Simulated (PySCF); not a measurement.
# I2Tl (Tl(I)2+): the cost of one run

Program: PySCF 2.14.0. Level of theory: B3LYP, Tl def2-SVP with ECP60, I def2-SVP with ECP28; scalar-relativistic core potentials, no spin–orbit coupling. These are calculated values, not measurements.

3 further runs of the same task are left out: 2 for a known fault of the program, 1 that didn't finish.

## (1) The system as given

3 atoms, charge 1, spin multiplicity 1.

Bond lengths: Tl1–I2 2.661 Å, Tl1–I3 2.661 Å. Angles: I2–Tl1–I3 180.0°.

Coordinates:

```
Tl    0.0000    0.0000    0.0000
I     0.0000    0.0000    2.6607
I     0.0000    0.0000   -2.6607
```

Formal oxidation states: Tl +3. An earlier session relaxed this geometry at B3LYP, Tl def2-SVP with ECP60, I def2-SVP with ECP28 (singlet, point group D∞h).

Its energy there is -767.957825 Eh.

## (2) Multiplicity 3 at the relaxed geometry

File run.py (the lines that set the calculation):

```python
mol = gto.M(atom='''
Tl     0.00000     0.00000     0.00000
I      0.00000     0.00000     2.66070
I      0.00000     0.00000    -2.66070''',
    basis={'Tl': 'def2-SVP', 'I': 'def2-SVP'},
    ecp={'Tl': 'def2-SVP', 'I': 'def2-SVP'},
    charge=1, spin=2)
mf = dft.UKS(mol, xc='B3LYP')
mf.grids.atom_grid = (50, 194)
mf = mf.density_fit()  # fitting sets: Tl def2-universal-JKFIT, I def2-universal-JKFIT
mf.conv_tol = 1e-08; mf.max_cycle = 55
mf.kernel(dm0)  # dm0: free metal ions and neutral atoms
```

Launch:

```
> OMP_NUM_THREADS=2 python run.py
```

**Question.** How long does this run take on 2 threads of Arm Neoverse V1, shared host?

About 2.4 s.
